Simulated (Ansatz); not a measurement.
# C2H7FOSeSi: one species, many methods

The task here is to estimate one member of a computed series from the others.

Method: functionals in def2-TZVPP, the program's frozen cores in correlated methods; program: Ansatz 0.2.0, Gaussian basis.

The runs, in order: PBE-D4, r2SCAN-D4, PBE0-D4, B3LYP-D4, ωB97X-V, ωB97M-V, B2PLYP; CCSD(T)/def2-TZVPP; MP2/def2-QZVPP; extrapolation to the limit.

## Structure used throughout

All runs share one geometry, relaxed beforehand with PBE0-D4 in a triple-zeta def2 set.

13 atoms, charge 0, spin multiplicity 1.

Atoms are counted from 1 here; the program's logs count them from 0.

Bond lengths: C1–O2 1.410 Å, C1–H7 1.091 Å, C1–H8 1.095 Å, C1–H9 1.095 Å, O2–Si3 1.625 Å, Si3–C4 1.849 Å, Si3–F5 1.590 Å, Si3–Se6 2.277 Å, C4–H10 1.092 Å, C4–H11 1.092 Å, C4–H12 1.093 Å, Se6–H13 1.468 Å. Angles: O2–C1–H7 108.0°, O2–C1–H8 111.5°, O2–C1–H9 111.1°, H7–C1–H8 108.8°, H7–C1–H9 108.6°, H8–C1–H9 108.7°, C1–O2–Si3 126.4°, O2–Si3–C4 114.4°, O2–Si3–F5 104.2°, O2–Si3–Se6 107.4°, C4–Si3–F5 108.3°, C4–Si3–Se6 112.0°, F5–Si3–Se6 110.3°, Si3–C4–H10 111.0°, Si3–C4–H11 111.0°, Si3–C4–H12 109.6°, H10–C4–H11 108.3°, H10–C4–H12 108.2° and more.

Coordinates:

```xyz
13
C2H7FOSeSi
C     1.1386   -1.6132   -0.6696
O     0.9946   -0.8936    0.5345
Si   -0.1697    0.1867    0.8791
C    -0.1590    1.6899   -0.1970
F     0.1480    0.6393    2.3704
Se   -2.1630   -0.9102    0.7934
H     1.8920   -2.3858   -0.5127
H     0.1992   -2.0907   -0.9668
H     1.4730   -0.9596   -1.4818
H    -0.9288    2.3991    0.1147
H    -0.3396    1.4255   -1.2409
H     0.8122    2.1865   -0.1240
H    -2.8975    0.3263    0.5005
```

Set-up of the first run:

in.yaml reads:

```yaml
crystal:
  periodic: [false, false, false]
  atoms:
    - {symbol: C, position_ang: [1.138560, -1.613234, -0.669636]}
    - {symbol: O, position_ang: [0.994587, -0.893640, 0.534502]}
    - {symbol: Si, position_ang: [-0.169658, 0.186708, 0.879118]}
    - {symbol: C, position_ang: [-0.159047, 1.689895, -0.196989]}
    - {symbol: F, position_ang: [0.147981, 0.639345, 2.370371]}
    - {symbol: Se, position_ang: [-2.163018, -0.910225, 0.793446]}
    - {symbol: H, position_ang: [1.892040, -2.385838, -0.512671]}
    - {symbol: H, position_ang: [0.199232, -2.090738, -0.966751]}
    - {symbol: H, position_ang: [1.473007, -0.959591, -1.481780]}
    - {symbol: H, position_ang: [-0.928846, 2.399064, 0.114706]}
    - {symbol: H, position_ang: [-0.339574, 1.425483, -1.240875]}
    - {symbol: H, position_ang: [0.812206, 2.186491, -0.123955]}
    - {symbol: H, position_ang: [-2.897479, 0.326271, 0.500523]}
basis:
  gaussian: {orbitals: def2-TZVPP}
hamiltonian: {xc: pbe, dispersion: d4}
output: {forces: true, orbitals: {seedname: orbitals}}
```

Run with:

```bash
> ansatz run in.yaml --threads 2 --pin off --events-out ev --progress --plain --max-ram 32768MiB --backend cuda --devices 0, --max-vram 18GiB
```

Steps of the session up to this table: PBE-D4 (GGA); r2SCAN-D4 (meta-GGA); PBE0-D4 (hybrid); B3LYP-D4 (hybrid); ωB97X-V (range-separated); ωB97M-V (range-separated); B2PLYP (double hybrid); CCSD(T) in def2-TZVPP; MP2 in def2-QZVPP.

One table of the session follows, with a row left open; its other results are not shown here.

| method | atomisation energy (kJ/mol) |
| --- | --- |
| PBE-D4 | 5003.5 |
| r2SCAN-D4 | 4952.6 |
| PBE0-D4 | 4923.1 |
| B3LYP-D4 | 4922.6 |
| ωB97X-V | 4949.6 |
| ωB97M-V | 4942.6 |
| B2PLYP | 4876.2 |
| HF/def2-TZVPP | ? |
| MP2/def2-TZVPP | 4906.9 |
| CCSD/def2-TZVPP | 4750.5 |
| CCSD(T)/def2-TZVPP | 4819.7 |
| MP2/CBS | 5043.5 |
| CCSD(T)/CBS | 4956.2 |

**Question.** Estimate the row for HF/def2-TZVPP.

**Answer.** atomisation energy (kJ/mol): 3629.3. In the column «atomisation energy (kJ/mol)» it is the lowest.
